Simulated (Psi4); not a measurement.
# GaBH3ClO (SMILES O[B](Cl)[GaH2]): HF/STO-3G

What is the energy change on altering one bond length of GaBH3ClO at HF/STO-3G? 

The results are computed with Psi4 1.11.

## Step 1: The system as given

GaBH3ClO: 7 atoms, total charge 0, spin state singlet. SMILES: `O[B](Cl)[GaH2]`. The shape is that of a PBE0-D4/def2-TZVP optimisation. This is one conformer, not always the lowest.

Bond lengths: O1–B2 1.344 Å, B2–Cl3 1.789 Å, B2–Ga4 2.095 Å, O1–H5 0.965 Å, Ga4–H6 1.572 Å, Ga4–H7 1.572 Å. Angles: O1–B2–Cl3 118.4°, O1–B2–Ga4 123.4°, Cl3–B2–Ga4 118.3°, B2–O1–H5 114.1°, B2–Ga4–H6 121.3°, B2–Ga4–H7 121.3°, H6–Ga4–H7 117.4°.

## Step 2: Energy and gradient at HF/STO-3G

Contents of job.dat:

```
memory 2.2 GB

molecule {
  0 1
  O     -1.59776344    -2.32266238     1.75196509
  B     -0.06028226    -1.25647890     0.03382610
  Cl     1.69886379    -3.28094250    -2.02295182
  Ga     0.38248057     2.65733288    -0.36055974
  H     -1.60796796    -4.14662604     1.71190290
  H     -1.30636767     4.21881357    -2.24140416
  H      2.49065903     4.13075234     1.12722163
  units au
  symmetry c1
  no_reorient
  no_com
}

set puream true
set e_convergence 1e-09
set d_convergence 1e-08
set scf_type pk

energy_value, wavefunction = gradient("hf/STO-3G", return_wfn=True)
oeprop(wavefunction, "QUADRUPOLE", "WIBERG_LOWDIN_INDICES", "DIPOLE")
```

The run is started by

```sh
$ psi4 -n 1 job.dat job.out
```

job.out:

```text
[...]
  Running in c1 symmetry.
[...]
  Nuclear repulsion =  275.852652696018652
[...]
  Multiplicity = 1
[...]
  Nalpha       = 32
  Nbeta        = 32
[...]
    Number of basis functions: 40
[...]
   @RHF iter   1: -2454.99834201370868   -3.99521e+00   1.77041e-02 ADIIS/DIIS
[...]
   @RHF iter  33: -2455.48800517615518   -2.72848e-12   9.77349e-09 DIIS
[...]
    Orbital Energies [Eh]
    ---------------------
    Doubly Occupied:
       1A   -374.576633     2A   -103.656896     3A    -46.647769
       4A    -41.867493     5A    -41.864924     6A    -41.864820
       7A    -20.324184     8A    -10.345138     9A     -7.788493
      10A     -7.784176    11A     -7.783915    12A     -7.466238
      13A     -5.749338    14A     -3.898206    15A     -3.891901
      16A     -3.891472    17A     -1.331860    18A     -1.009257
      19A     -0.698336    20A     -0.562719    21A     -0.549648
      22A     -0.482503    23A     -0.473019    24A     -0.395742
      25A     -0.393728    26A     -0.388733    27A     -0.330052
      28A     -0.305341    29A     -0.304881    30A     -0.282885
      31A     -0.277132    32A     -0.256735
[...]
  @RHF Final Energy: -2455.48800517615518
   => Energetics <=
    Nuclear Repulsion Energy =            275.8526526960186516
    One-Electron Energy =               -3987.7929797090305328
    Two-Electron Energy =                1256.4523218368565267
    Total Energy =                      -2455.4880051761556388
[...]
  -Total Gradient:
     Atom            X                  Y                   Z
    ------   -----------------  -----------------  -----------------
       1       -0.007417605280    -0.028400746817     0.007655161727
       2        0.012314012953    -0.048992452480    -0.015339327531
       3       -0.009449347844     0.014015590952     0.011092370042
       4       -0.003023616806    -0.022341244355     0.002779598956
       5       -0.000468588315     0.024601947937     0.001234211441
       6       -0.037049934205     0.031504015271    -0.040181397644
       7        0.045095079458     0.029612889462     0.032759383026
[...]
 Multipole Moments:
 ------------------------------------------------------------------------------------
     Multipole            Electronic (a.u.)      Nuclear  (a.u.)        Total (a.u.)
 ------------------------------------------------------------------------------------
 L = 1.  Multiply by 2.5417464519 to convert [e a0] to [Debye]
 Dipole X            :        -27.6360293           27.2303867           -0.4056426
 Dipole Y            :         -5.9384763            5.9405431            0.0020668
 Dipole Z            :         31.2461615          -30.7849613            0.4612002
 Magnitude           :                                                    0.6142115
 L = 2.  Multiply by 1.3450342976 to convert [e a0^2] to [Debye ang]
 Quadrupole XX       :       -114.1519823           84.5358757          -29.6161067
 Quadrupole XY       :         23.7553831          -21.7362880            2.0190951
[...]
```

It took 3.9 s on 1 thread of Intel Xeon Platinum 8259CL at 2.50GHz (Skylake/Cascade Lake), shared host; peak memory 0.2 GiB.

## Step 3: The distorted shape: the energy at HF/STO-3G

Contents of bclgah3o.xyz:

```xyz
7
BClGaH3O
O     -1.124769    -0.907711     1.253619
B     -0.311169    -0.343511     0.344419
Cl     0.899000    -1.736200    -1.070500
Ga    -0.076869     1.727589     0.135719
H     -1.130169    -1.872911     1.232419
H     -0.970569     2.553889    -0.859581
H      1.038731     2.507289     0.923019
```

Contents of job.py:

```python
import psi4

psi4.set_memory('2200 MB')
psi4.set_num_threads(1)
psi4.core.set_output_file('run.log', False)

with open('bclgah3o.xyz') as f:
    atoms = ''.join(f.readlines()[2:])
mol = psi4.geometry('0 1\n' + atoms + 'symmetry c1\nno_reorient\nno_com')

psi4.set_options({
    'reference': 'rhf',
    'puream': True,
    'e_convergence': 1e-09,
    'd_convergence': 1e-08,
    'scf_type': 'pk',
})

e, wfn = psi4.energy('hf/STO-3G', return_wfn=True)
psi4.oeprop(wfn, 'DIPOLE', 'WIBERG_LOWDIN_INDICES', 'MAYER_INDICES')
print('E =', round(e, 9))
```

The run is started by

```sh
$ python job.py
```

run.log:

```text
[...]
  Running in c1 symmetry.
[...]
  Nuclear repulsion =  255.052151792941231
[...]
  Multiplicity = 1
[...]
  Nalpha       = 32
  Nbeta        = 32
[...]
    Number of basis functions: 40
[...]
   @RHF iter   1: -2454.93498564499168   -4.23601e+00   1.75865e-02 ADIIS/DIIS
[...]
   @RHF iter  39: -2455.42549135679565    0.00000e+00   7.07131e-09 DIIS
[...]
    Orbital Energies [Eh]
    ---------------------
    Doubly Occupied:
       1A   -374.612799     2A   -103.526500     3A    -46.683465
       4A    -41.903573     5A    -41.900679     6A    -41.900228
       7A    -20.373718     8A    -10.225833     9A     -7.668535
      10A     -7.665314    11A     -7.665310    12A     -7.498629
      13A     -5.782168    14A     -3.930778    15A     -3.924996
      16A     -3.923834    17A     -1.368349    18A     -0.890386
      19A     -0.735240    20A     -0.567062    21A     -0.561333
      22A     -0.506279    23A     -0.437879    24A     -0.415476
      25A     -0.339479    26A     -0.338140    27A     -0.323469
      28A     -0.315327    29A     -0.314310    30A     -0.312879
      31A     -0.297156    32A     -0.289059
[...]
  @RHF Final Energy: -2455.42549135679565
   => Energetics <=
    Nuclear Repulsion Energy =            255.0521517929412312
    One-Electron Energy =               -3946.5589392299089013
    Two-Electron Energy =                1236.0812960801720237
    Total Energy =                      -2455.4254913567956464
[...]
 Multipole Moments:
 ------------------------------------------------------------------------------------
     Multipole            Electronic (a.u.)      Nuclear  (a.u.)        Total (a.u.)
 ------------------------------------------------------------------------------------
 L = 1.  Multiply by 2.5417464519 to convert [e a0] to [Debye]
 Dipole X            :         -3.3995149            2.4265161           -0.9729988
 Dipole Y            :        -33.7759672           34.4853910            0.7094237
 Dipole Z            :          2.9090331           -1.7844816            1.1245515
 Magnitude           :                                                    1.6476118
[...]
```

On the terminal:

```text
E = -2455.425491357
```

It took 3.3 s on 1 thread of Intel Xeon Platinum 8259CL at 2.50GHz (Skylake/Cascade Lake), shared host; peak memory 0.2 GiB.

## Step 4: Outcome

At HF/STO-3G:

```
                                                          quantity           value
                                         first shape: total energy  -2455.48801 Eh
                                        first shape: dipole moment          1.56 D
                                          first shape: HOMO energy        -6.99 eV
                                          first shape: LUMO energy         4.31 eV
                                        first shape: HOMO–LUMO gap        11.30 eV
                             first shape: largest force on an atom      3.246 eV/Å
                                     distorted shape: total energy  -2455.42549 Eh
                                    distorted shape: dipole moment          4.19 D
                                      distorted shape: HOMO energy        -7.87 eV
                                      distorted shape: LUMO energy         3.47 eV
                                    distorted shape: HOMO–LUMO gap        11.34 eV
energy change with the B2–Cl3 bond stretched from 1.789 to 2.325 Å        1.701 eV
```

In words: With the B2–Cl3 bond stretched from 1.789 to 2.325 Å the energy rises by 1.70 eV (39 kcal/mol). The first shape isn't relaxed at this level, so the change isn't measured from a minimum. The minimal basis adds a large error of its own. The largest force (first shape) is 3.25 eV/Å: the shape isn't a stationary point for this species at this level.
